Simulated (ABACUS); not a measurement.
Bi, 1 atom in the cell. The cell holds a sheet with vacuum, 1 atom: a = 3.301 Å, b = 3.301 Å, c = 23.800 Å, α = 90.00°, β = 90.00°, γ = 120.00°. The cell was built by a generator and needn't be a form met in nature.

| Property | Result |
| --- | --- |
| Program | ABACUS 3.10.1 |
| Task | single point |
| Functional | RPBE |
| Potentials or basis | SG15 ONCV 1.2 PBE |
| Cutoff | 1361 eV |
| Density cutoff | 5442 eV |
| Basis | DZP LCAO (the cutoffs set its grid) |
| k mesh | 9 × 9 × 1 |
| Occupations | fermi-dirac, width 0.05 eV |
| Spin | no spin polarisation |
| Radial cutoff of the potentials (pseudo_rcut) | 7 bohr |
| Orbital files | Bi Bi_confined-atom_8au_2s2p2d.orb |
| SCF threshold on the density | 1e-06 |
| Max SCF steps | 100 |
| Eigensolver | genelpa |
| Mixing | broyden |
| Mixing share | 0.3 |
| Symmetry key | 1 |
| Bands | 12 |
| Mixing history | 12 |

Potentials or basis: SG15 ONCV 1.2 PBE, DZP LCAO (the cutoffs set its grid).

Launch:

```sh
$ OMP_NUM_THREADS=1 mpirun -np 4 abacus > log
```

Hardware: 4 MPI ranks on Intel(R) Xeon(R) 6975P-C (Granite Rapids), on a shared host.

Question: Estimate the wall time of this run.

Answer: Run time: 4.6 s on 4 MPI ranks on Intel(R) Xeon(R) 6975P-C (Granite Rapids), on a shared host, peak memory 0.52 GiB a rank. Counts: scf iterations 10, k points 12, bands 12, basis 18, ranks 4.
